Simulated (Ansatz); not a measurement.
Working through a test of the smearing width of Zn, space group Im-3m

Computed with Ansatz's Python interface.

The script reads `zn.vasp`:
```text
Zn
1.0
  -1.56903700    1.56903700    1.56903700
   1.56903700   -1.56903700    1.56903700
   1.56903700    1.56903700   -1.56903700
Zn
1
Direct
   0.00000000    0.00000000    0.00000000
```

Typed at the interpreter:
```pycon
>>> import warnings
>>> import ansatz as az
>>> from ase.io import read
>>> warnings.simplefilter("ignore", az.DeckWarning)
>>> atoms = read("zn.vasp", format="vasp")
>>> zn = az.Crystal.from_ase(atoms)
>>> [site.symbol for site in zn.resolved().sites]
['Zn']
>>> base = zn.calculation().functional("pbesol", dispersion="d3bjatm").basis(450).kpoints(density=3.8)
>>> rows = []
>>> for value in [0.25, 0.15, 0.1, 0.05, 0.025]:
...     summary = base.occupations("fermi_dirac", width=value).run(threads=1).report
...     rows.append((value, summary["free_energy_ev"] / len(summary["lattice"]["sites"]), summary["n_iterations"], summary["n_kpoints"]))
...
>>> print("  width (eV)   F/atom (eV)    iterations      k-points")
  width (eV)   F/atom (eV)    iterations      k-points
>>> for row in rows:
...     print(f"{str(row[0]):>12s}  {row[1]:12.5f}  {row[2]:12d}  {row[3]:12d}")
...
        0.25   -3281.14362             6            56
        0.15   -3281.12287             6            56
         0.1   -3281.11658             6            56
        0.05   -3281.11334             6            56
       0.025   -3281.11271             6            56
>>> for row in rows[:-1]:
...     shift = 1000 * (row[1] - rows[-1][1])
...     print(f"{row[0]}: {shift:+.2f} meV/atom" + ("  (within 1 meV)" if abs(shift) < 1 else ""))
...
0.25: -30.91 meV/atom
0.15: -10.16 meV/atom
0.1: -3.87 meV/atom
0.05: -0.63 meV/atom  (within 1 meV)
```

Going from 0.025 to 0.25 eV changes F by -30.9 meV an atom. With this scheme F falls roughly as the square of the width; the report's estimate for zero width (energy_sigma0_ev) moves by only +1.3 meV.

What to keep in mind:
- Dispersion corrections can be off by several per cent in the lattices of metals, and by several GPa in the pressure at a fixed cell.
- For a metal this k-point mesh is coarse: on a finer one energies can move by several to tens of meV an atom and pressures by half a GPa or more, differences at one mesh by less.
- A Fermi-Dirac width this large means warm electrons, whose thermal share enters the free energy.
- The narrowest width needs the finest mesh, so the last row is no converged reference.
- This isn't the structure that Zn takes at ambient conditions.
- Processor time in the engine: 4.5 s on 1 thread of Intel(R) Xeon(R) Processor @ 2.30GHz (shared host), peak memory 0.58 GiB.
